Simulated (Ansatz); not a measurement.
# Ni: the cost of one run

Method: DFT PBEsol, scalar-relativistic, plane waves, PAW, in Ansatz 0.2.0.

This is Ni in the bcc structure; at room conditions it is fcc.

1 further run of the same task is left out (set aside as unsound or not needed).

## (1) The starting structure

It takes space group Im-3m (No. 229, cubic). The conventional cell has a = 2.755 Å, b = 2.755 Å, c = 2.755 Å, α = 90.00°, β = 90.00°, γ = 90.00°. Ni (site symmetry m-3m) is surrounded by 8 Ni at 2.39 Å.

Structure file:

```cif
data_structure
_symmetry_space_group_name_H-M 'Im-3m'
_symmetry_Int_Tables_number 229
_cell_length_a 2.7551
_cell_length_b 2.7551
_cell_length_c 2.7551
_cell_angle_alpha 90.000
_cell_angle_beta 90.000
_cell_angle_gamma 90.000
_cell_volume 20.91
loop_
_atom_site_label
_atom_site_type_symbol
_atom_site_symmetry_multiplicity
_atom_site_Wyckoff_symbol
_atom_site_fract_x
_atom_site_fract_y
_atom_site_fract_z
_atom_site_occupancy
Ni1 Ni 2 a 0.00000 0.00000 0.00000 1
```

It goes back to an entry of the Materials Project, which need not be the stable form.

This cell was relaxed beforehand with the same method: volume 10.46 Å³/atom, gap on the mesh none (metal), site moments up to 0.5 μB.

## (2) The reference: the undisturbed cell on the scan's mesh

input.yaml

```yaml
crystal:
  lattice:
    - [-1.3775377809, 1.3775377809, 1.3775377809]
    - [1.3775377809, -1.3775377809, 1.3775377809]
    - [1.3775377809, 1.3775377809, -1.3775377809]
  atoms:
    - { symbol: Ni, position: [0.0, 0.0, 0.0], spin: 0.6 }
basis:
  ecutwfc: 420
kpoints:
  mp_grid: { grid: [30, 30, 30] }
hamiltonian:
  xc: pbesol
scf:
  occupations: { method: gaussian, width: 0.15 }
output:
  forces: true
  stress: true
  eigenvalues: true
  populations: true
  write_density: true
  write_potential: true
  elf: true
  volumetric_format: npy
magnetization:
  spin_polarized: true
```

On the command line:

```bash
$ ansatz run input.yaml --threads 1 --pin off --max-ram 2560MiB --backend cpu --events-out ev --progress --plain --runs-dir out
```

Q: Estimate wall time and peak memory on 1 thread of Oxide Virtual Turin-like (Zen 5), shared host.

About 21 s, with a peak of 0.51 GiB.
